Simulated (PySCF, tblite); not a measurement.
# C₅H₈AsBS₂: geometry, infrared bands and NMR shifts

Aim: predict the infrared bands and NMR shifts of C₅H₈AsBS₂ (`C=CC[AsH]B1SC=CS1`).

The runs use tblite 0.8.0 and PySCF 2.14.0, with density-fitted response routines of our own; the level of theory stands in each step. All values are computed, except where a source is named. Atoms are numbered from 0 throughout.

**1. Starting geometry**

17 atoms, charge 0, multiplicity 1; geometry from: force field or distance geometry start.

Bonds of the start (Å): C0–C1 1.34, C1–C2 1.47, C2–As3 1.98, As3–B4 2.06, B4–S5 1.91, S5–C6 1.77, C6–C7 1.28, C7–S8 1.77, S8–B4 1.88, C0–H9 1.06, C0–H10 1.09, C1–H11 1.08, C2–H12 1.10, C2–H13 1.09, As3–H14 1.57, C6–H15 1.11, C7–H16 1.12.

**2. Relaxing the molecule with GFN2-xTB**

What the job is given:

```
{"job": {"kind": "relax", "xc": "GFN2-xTB", "basis": "xTB"}, "charge": 0, "multiplicity": 1}
C      3.482700     0.156900     0.898700
C      2.266900    -0.222100     0.471400
C      1.878200    -0.112300    -0.941200
As     0.292900     1.068000    -1.035100
B     -1.072400     0.494000     0.397400
S     -2.485400     1.683400     0.896600
C     -3.867400     0.861400     0.160300
C     -3.682000    -0.371000    -0.145700
S     -2.090500    -1.076600     0.193700
H      4.206000     0.571000     0.246300
H      3.713800     0.048000     1.959400
H      1.581100    -0.634500     1.200400
H      1.679300    -1.105400    -1.364900
H      2.717100     0.318600    -1.494900
H      0.692200     2.577500    -0.842600
H     -4.832000     1.396600     0.005500
H     -4.487600    -0.991900    -0.615100
```

On the command line:

```console
$ OMP_NUM_THREADS=1 python probes_run.py task.json out
```

The driver reads the jobs from task.json and runs them one after another.

**Question.** This job is followed by: GFN2-xTB harmonic vibrations, gas phase; GIAO PBE0/pcSseg-1 NMR shielding, non-relativistic, gas phase. What will the session give for the following? strongest single infrared mode (GFN2-xTB); zero-point energy (GFN2-xTB); ¹³C shifts against TMS (PBE0/pcSseg-1, means over atoms taken as alike); ¹H shifts against TMS (PBE0/pcSseg-1, means over atoms taken as alike); ⁷⁵As shifts against AsH3 (PBE0/pcSseg-1); ¹¹B shifts against BF3·OEt2 (PBE0/pcSseg-1); ³³S shifts against CS2 (PBE0/pcSseg-1, means over atoms taken as alike); surface potential, 1st and 99th percentile.

**Answer**, as computed:

```
                                                               quantity                                   value
                              strongest single infrared mode (GFN2-xTB)                   1875 cm⁻¹, 611 km/mol
                                           zero-point energy (GFN2-xTB)                           72.1 kcal/mol
¹³C shifts against TMS (PBE0/pcSseg-1, means over atoms taken as alike)           150.5, 138.0, 117.6, 33.1 ppm
 ¹H shifts against TMS (PBE0/pcSseg-1, means over atoms taken as alike)  7.24, 6.45, 5.20, 4.97, 3.65, 2.58 ppm
                               ⁷⁵As shifts against AsH3 (PBE0/pcSseg-1)                                 448 ppm
                            ¹¹B shifts against BF3·OEt2 (PBE0/pcSseg-1)                                63.2 ppm
³³S shifts against CS2 (PBE0/pcSseg-1, means over atoms taken as alike)                                 210 ppm
                                  surface potential, 1st and 99th percentile                      -0.75 V and 1.28 V
```

In words: The optimisation took 136 steps and gained 1.760 eV; among the close pairs (by a distance rule), B4–S5 changed most, from 1.913 to 1.788 Å. No mode is imaginary among the 45: a minimum at this level. The strongest single mode, at 1875 cm⁻¹, moves mainly H14. GFN2-xTB is a fitted tight-binding method: band positions and strengths are rough. Its intensities can rank the bands wrongly. At PBE0/pcSseg-1: The largest span, 517 ppm, is at As3, where the paramagnetic term is -1335 ppm. NICS(1)zz of -17 ppm above the planar ring from B4 marks a diatropic (aromatic) ring current. At PBE0/pcSseg-1, counted by nearest atom on the grid, the HOMO lies on As3 36 %; C0 13 %, the LUMO on B4 46 %; S5, S8 about 15 % each. Spin-orbit coupling is left out, which matters for shieldings and couplings at and beside the heavy atoms.
